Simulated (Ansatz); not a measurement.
# MnS: the cost of one run

Program: Ansatz 0.2.0. Level of theory: DFT r²SCAN+U (U_eff = 2.5 eV on Mn d), plane waves, PAW. These are calculated values, not measurements.

The COD entry's cell or inner coordinates are ideal or old and differ from later refinements, so a difference from it is no clean test against experiment.

**1. Starting point**

It takes space group P6_3mc (No. 186, hexagonal). The conventional cell has a = 3.976 Å, b = 3.976 Å, c = 6.432 Å, α = 90.00°, β = 90.00°, γ = 120.00°. Mn (site symmetry 3m) has 4 S at 2.41 to 2.48 Å as nearest neighbours. Around S (site symmetry 3m) lie 4 Mn at 2.41 to 2.48 Å.

Structure file:

```
CELL_PARAMETERS angstrom
3.97600 0.00000 0.00000
-1.98800 3.44332 0.00000
0.00000 0.00000 6.43200
ATOMIC_POSITIONS crystal
Mn 0.33333 0.66667 0.00000
Mn 0.66667 0.33333 0.50000
S 0.33333 0.66667 0.38500
S 0.66667 0.33333 0.88500
```

Magnetic order typed: ferromagnetic.

An earlier series on this cell reached its lowest free state from «from atoms, symmetry kept, no search», perhaps among other starts.

**2. Random orbitals: drawn by pairs, first filling**

Input file input.yaml:

```yaml
crystal:
  lattice:
    - [3.97600161, 0.0, 0.0]
    - [-1.9880008, 3.4433184, 0.0]
    - [0.0, 0.0, 6.4320005]
  atoms:
    - { symbol: Mn, position: [0.3333333333, 0.6666666667, 0.0], spin: 5.0 }
    - { symbol: Mn, position: [0.6666666667, 0.3333333333, 0.5], spin: 5.0 }
    - { symbol: S, position: [0.3333333333, 0.6666666667, 0.385] }
    - { symbol: S, position: [0.6666666667, 0.3333333333, 0.885] }
basis:
  ecutwfc: 500
  ecutrho_ratio: 4
kpoints:
  mp_grid: { grid: [6, 6, 3] }
hamiltonian:
  xc: r2scan
  hubbard:
    sites:
      - { site: 0, l: d, u_eff: 2.5, starting_ns: [{ spin: up, occupation_matrix: s0up }, { spin: down, occupation_matrix: s0down }] }
      - { site: 1, l: d, u_eff: 2.5, starting_ns: [{ spin: up, occupation_matrix: s1up }, { spin: down, occupation_matrix: s1down }] }
    occupation_matrices:
      s0up:
        matrix:
          - [0.97, 0.0, 0.0, 0.0, 0.0]
          - [0.0, 0.97, 0.0, 0.0, 0.0]
          - [0.0, 0.0, 0.97, 0.0, 0.0]
          - [0.0, 0.0, 0.0, 0.97, 0.0]
          - [0.0, 0.0, 0.0, 0.0, 0.97]
      s0down:
        matrix:
          - [0.02, 0.0, 0.0, 0.0, 0.0]
          - [0.0, 0.02, 0.0, 0.0, 0.0]
          - [0.0, 0.0, 0.02, 0.0, 0.0]
          - [0.0, 0.0, 0.0, 0.02, 0.0]
          - [0.0, 0.0, 0.0, 0.0, 0.02]
      s1up:
        matrix:
          - [0.97, 0.0, 0.0, 0.0, 0.0]
          - [0.0, 0.97, 0.0, 0.0, 0.0]
          - [0.0, 0.0, 0.97, 0.0, 0.0]
          - [0.0, 0.0, 0.0, 0.97, 0.0]
          - [0.0, 0.0, 0.0, 0.0, 0.97]
      s1down:
        matrix:
          - [0.02, 0.0, 0.0, 0.0, 0.0]
          - [0.0, 0.02, 0.0, 0.0, 0.0]
          - [0.0, 0.0, 0.02, 0.0, 0.0]
          - [0.0, 0.0, 0.0, 0.02, 0.0]
          - [0.0, 0.0, 0.0, 0.0, 0.02]
    ns_hold: { iters: 12 }
scf:
  occupations: { method: gaussian, width: 0.05 }
  lower_state_search: "off"
  max_iter: 150
output:
  forces: true
  stress: true
  eigenvalues: true
  populations: true
  hubbard: { sites: [{ site: 0, l: d }, { site: 1, l: d }] }
magnetization:
  spin_polarized: true
```

At this filling each channel is wholly full or empty, so no choice of orbitals remains. The typed matrices put 0.97 on the chosen orbitals and 0.02 on the others, and are held for 12 cycles.

Run with:

```bash
> ansatz run input.yaml --threads 4 --pin off --max-ram 6144MiB --backend cpu --events-out ev --progress --plain --runs-dir out
```

Q: Estimate wall time and peak memory on 4 threads of AMD EPYC (Zen 3), shared host.

About 68 s, with a peak of 0.61 GiB.
